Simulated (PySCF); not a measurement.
# GeH₃⁺: relaxation and vibrations of the singlet

The task is one start of a wider search on GeH₃⁺: the singlet, from a PBE0 minimum start. It is relaxed, tested by its Hessian and followed downhill if it is a saddle.

Program: PySCF 2.14.0. Level of theory: PBE0, basis Ge def2-TZVP, H def2-TZVP, no relativity, density fitting. These are calculated values, not measurements.

## 1. Where the work starts

4 atoms, charge 1, spin multiplicity 1.

Bond lengths: Ge1–H2 1.522 Å, Ge1–H3 1.522 Å, Ge1–H4 1.522 Å. Angles: H2–Ge1–H3 120.0°, H2–Ge1–H4 120.0°, H3–Ge1–H4 120.0°.

```xyz
4
charge 1 multiplicity 1
Ge    0.0000    0.0000    0.0000
H     1.5224    0.0000    0.0000
H    -0.7612    1.3185    0.0000
H    -0.7612   -1.3185    0.0000
```

## 2. Finding the electronic state

One driver script runs all steps and calls PySCF; scf.py shows how it sets up the SCF of each step. The optimiser is the driver's own. After this first run the driver tries any further starts and a stability analysis.

File scf.py:

```python
from pyscf import gto, scf, dft
mol = gto.M(atom='''
Ge    -0.000000     0.000000     0.000000
H      1.522436     0.000009     0.000000
H     -0.761226     1.318464    -0.000000
H     -0.761210    -1.318473     0.000000''',
    basis={'Ge': 'def2-TZVP', 'H': 'def2-TZVP'},
    charge=1, spin=0)
mf = dft.RKS(mol, xc='PBE0')
mf.grids.atom_grid = (50, 194)
aux = {'Ge': 'def2-universal-JKFIT', 'H': 'def2-universal-JKFIT'}
mf = mf.density_fit(auxbasis=aux)
mf.conv_tol = 1e-08
mf.diis_space = 10
mf.max_cycle = 60
mf.init_guess = 'minao'
mf.verbose = 4
mf.kernel()
```

Run with:

```sh
$ OMP_NUM_THREADS=2 python axn.py task.json out
```

Standard output:

```text
init E= -2077.72701582196
  HOMO = -0.366898226061865  LUMO = -0.135644016312868  gap/eV = 6.29275
cycle= 1 E= -2078.13233482543  delta_E= -0.405  |g|= 0.701  |ddm|=  1.4
  HOMO = -0.6759798176688  LUMO = -0.425266722675332  gap/eV = 6.82225
cycle= 2 E= -2078.1342220316  delta_E= -0.00189  |g|= 0.828  |ddm|= 0.804
  HOMO = -0.646572708967574  LUMO = -0.382735009558296  gap/eV = 7.17939
cycle= 3 E= -2078.18524080334  delta_E= -0.051  |g|= 0.0271  |ddm|= 0.333
  HOMO = -0.635475159452075  LUMO = -0.369473153652793  gap/eV = 7.23828
cycle= 4 E= -2078.18547221771  delta_E= -0.000231  |g|= 0.00624  |ddm|= 0.0477
  HOMO = -0.635186407595326  LUMO = -0.369894519903793  gap/eV = 7.21896
cycle= 5 E= -2078.18547918194  delta_E= -6.96e-06  |g|= 0.000207  |ddm|= 0.0064
  HOMO = -0.635322569977511  LUMO = -0.369932559034533  gap/eV = 7.22163
cycle= 6 E= -2078.18547920046  delta_E= -1.85e-08  |g|= 2.62e-05  |ddm|= 0.000369
  HOMO = -0.635315988255451  LUMO = -0.36993240613887  gap/eV = 7.22146
cycle= 7 E= -2078.18547920061  delta_E= -1.46e-10  |g|= 8.63e-07  |ddm|= 3.95e-05
  HOMO = -0.635316104948741  LUMO = -0.369932568441538  gap/eV = 7.22145
Extra cycle  E= -2078.18547920061  delta_E= -9.09e-13  |g|= 9.5e-07  |ddm|= 1.31e-06
converged SCF energy = -2078.18547920061
```

This step, with its further starts and checks, took 2.6 s on 2 threads of Intel Xeon Platinum 8259CL at 2.50GHz (Skylake/Cascade Lake), shared host.

No lower closed-shell solution turned up in the test of internal stability.

## 3. PBE0 minimum start, singlet: relaxation

The program finds D3h symmetry in the start, which this walk keeps.

scf.py: that of step 2 with these lines changed.

```diff
@@ -3 +3 @@
-Ge    -0.000000     0.000000     0.000000
+Ge    -0.000000    -0.000000     0.000000
@@ -5 +5 @@
-H     -0.761226     1.318464    -0.000000
+H     -0.761226     1.318464     0.000000
@@ -16 +15,0 @@
-mf.init_guess = 'minao'
```

Energy and gradient, step by step:

```csv
step,energy (Eh),change (kJ/mol),largest symmetric gradient (Eh/bohr)
0,-2078.185479,0.00,0.00000
```

The walk took 1 s.

Positions (Å) and forces (eV/Å) along the way:

```
step 0
Ge   0.000   0.000   0.000   0.002   0.000   0.000
H    1.522   0.000   0.000   0.000   0.000   0.000
H   -0.761   1.318   0.000  -0.001  -0.001   0.000
H   -0.761  -1.318   0.000  -0.001   0.001   0.000
```

End point (D3h, 0 steps, 0.0 kJ/mol gained): Ge–H 1.522 Å (×3); H–Ge–H 120.0° (×3).

## 4. Vibrations and properties at this point

The point is checked on the finer grid, and tightened if its gradient asks for it. The Hessian and the dipole derivatives come from central differences of analytic gradients, with steps of 0.02 bohr.

scf.py: that of step 3 with these lines changed.

```diff
@@ -10 +10 @@
-mf.grids.atom_grid = (50, 194)
+mf.grids.atom_grid = (75, 302)
@@ -13 +13 @@
-mf.conv_tol = 1e-08
+mf.conv_tol = 1e-10
```

This SCF starts from the last density.

Log of the central SCF (cycles and frontier levels):

```text
init E= -2078.18541811678
  HOMO = -0.635314242435124  LUMO = -0.369932509728768  gap/eV = 7.22140
cycle= 1 E= -2078.18541811678  delta_E= -1.82e-12  |g|= 1.82e-06  |ddm|= 1.46e-06
  HOMO = -0.635314362469712  LUMO = -0.369932655923039  gap/eV = 7.22140
Extra cycle  E= -2078.18541811678  delta_E= -1.82e-12  |g|= 2.16e-06  |ddm|= 1.48e-06
converged SCF energy = -2078.18541811678
```

The whole step took 13 s.

Geometry: D3h; Ge–H 1.522 Å (×3); H–Ge–H 120.0° (×3).

Harmonic modes (main isotopes):

| symmetry | ω (cm⁻¹) | IR (km/mol) | μ (u) |
| --- | --- | --- | --- |
| a2'' | 799 | 21.7 | 1.05 |
| e' | 851 | 67.8 | 1.03 |
| a1' | 2203 | 0.0 | 1.01 |
| e' | 2267 | 0.1 | 1.03 |

All wavenumbers are real: a minimum.

Properties at this point:

* Dipole moment about the centre of mass: 0.00 D
* Highest occupied level: -17.29 eV
* Lowest empty level: -10.07 eV
* Rotational constants: 4.811, 4.811, 2.406 cm⁻¹
* Zero-point energy: 55.3 kJ/mol
* Principal polarisabilities: 16.4, 25.3, 25.3 bohr³
* Principal traceless quadrupole moments about the centre of mass: -0.65, -0.65, 1.29 D Å
* Entropy at 298.15 K and 1 bar: 217.5 J/(mol K)
* Heat capacity Cp at 298.15 K: 40.8 J/(mol K)
* Enthalpy at 298.15 K above 0 K: 10.46 kJ/mol
* Rotational symmetry number: 6

Populations by atom (charges in e):

| atom | Mulliken | Löwdin | polar tensor | Mayer order to Ge1 |
| --- | --- | --- | --- | --- |
| Ge1 | 0.44 | 0.98 | 1.19 | – |
| H2,3,4 | 0.19 | 0.01 | -0.06 | 0.90 |

Mulliken populations on Ge1: s 7.54, p 13.92, d 10.09, f 0.01.

## 5. Outcome

```
                            quantity                                        value
                             minimum                                 singlet, D3h
                            geometry        Ge–H 1.522 Å (×3); H–Ge–H 120.0° (×3)
                  wavenumbers (cm⁻¹)  799 (a2''), 851 (e'), 2203 (a1'), 2267 (e')
      dipole moment (centre of mass)                                       0.00 D
highest occupied, lowest empty level                            -17.29, -10.07 eV
          polar-tensor charge of Ge1                                      +1.19 e
                   zero-point energy                                  55.3 kJ/mol
                 entropy at 298.15 K                              217.5 J/(mol K)
```

**Reading.** The PBE0 minimum start keeps its D3h symmetry and ends in a minimum. In the infrared the band at 851 cm⁻¹ (e', bend) leads. Only this shape and spin were tried, so other structures or states may lie lower.

The search up to here took 17 s.
